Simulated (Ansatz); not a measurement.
# Cl3FH2HfO: the cost of one run

Program: Ansatz 0.2.0. Level of theory: RHF/def2-SVP. These are calculated values, not measurements.

### 1 Starting point

Bond lengths: Hf1–F2 2.330 Å, Hf1–Cl3 2.520 Å, Hf1–Cl4 2.518 Å, Hf1–Cl5 2.518 Å, Hf1–O6 2.370 Å, O6–H7 1.010 Å, Hf1–H8 2.356 Å. Angles (14 of 16 angles, heavy atoms first): F2–Hf1–Cl3 109.5°, F2–Hf1–Cl4 109.5°, F2–Hf1–Cl5 109.5°, F2–Hf1–O6 71.6°, Cl3–Hf1–Cl4 109.5°, Cl3–Hf1–Cl5 109.5°, Cl3–Hf1–O6 178.9°, Cl4–Hf1–Cl5 109.5°, Cl4–Hf1–O6 70.0°, Cl5–Hf1–O6 70.0°, F2–Hf1–H8 34.2°, Cl3–Hf1–H8 143.7°, Cl4–Hf1–H8 90.6°, Cl5–Hf1–H8 90.6°.

As a file:

```xyz
8

Hf    0.0000    0.0000    0.0000
F     0.0000    0.0000    2.3300
Cl    2.3764    0.0000   -0.8392
Cl   -1.1869    2.0563   -0.8392
Cl   -1.1869   -2.0563   -0.8392
O    -2.2491    0.0000    0.7473
H    -2.7942   -0.6297    0.1759
H    -1.3253    0.0000    1.9476
```

### 2 A restrained relaxation towards end A

Springs on the bonds that form and break draw the guess towards this end; the thresholds are loose.

Contents of input.yaml:

```yaml
crystal:
  periodic: [false, false, false]
  atoms:
    - { symbol: Hf, position_ang: [0.0, 0.0, 0.0] }
    - { symbol: F, position_ang: [0.0, 0.0, 2.33] }
    - { symbol: Cl, position_ang: [2.3764, 0.0, -0.8392] }
    - { symbol: Cl, position_ang: [-1.1869, 2.0563, -0.8392] }
    - { symbol: Cl, position_ang: [-1.1869, -2.0563, -0.8392] }
    - { symbol: O, position_ang: [-2.2491, 0.0, 0.7473] }
    - { symbol: H, position_ang: [-2.7942, -0.6297, 0.1759] }
    - { symbol: H, position_ang: [-1.3253, 0.0, 1.9476] }
basis:
  gaussian: { orbitals: def2-SVP }
hamiltonian:
  xc: hf
relax:
  f_tol: 0.15
  max_steps: 25
  restrain:
    - { distance: [0, 5], at: 3.27, k: 30.0 }
    - { distance: [7, 1], at: 2.12, k: 30.0 }
    - { distance: [0, 1], at: 1.98, k: 30.0 }
    - { distance: [7, 5], at: 1.01, k: 30.0 }
```

On the command line:

```console
$ ansatz run input.yaml --threads 2 --pin off --max-ram 3072MiB --backend cpu --events-out ev --progress --plain --runs-dir out
```

Q: Estimate wall time and peak memory on 2 threads of Arm Neoverse N1, shared host.

About 64 s, with a peak of 0.31 GiB.
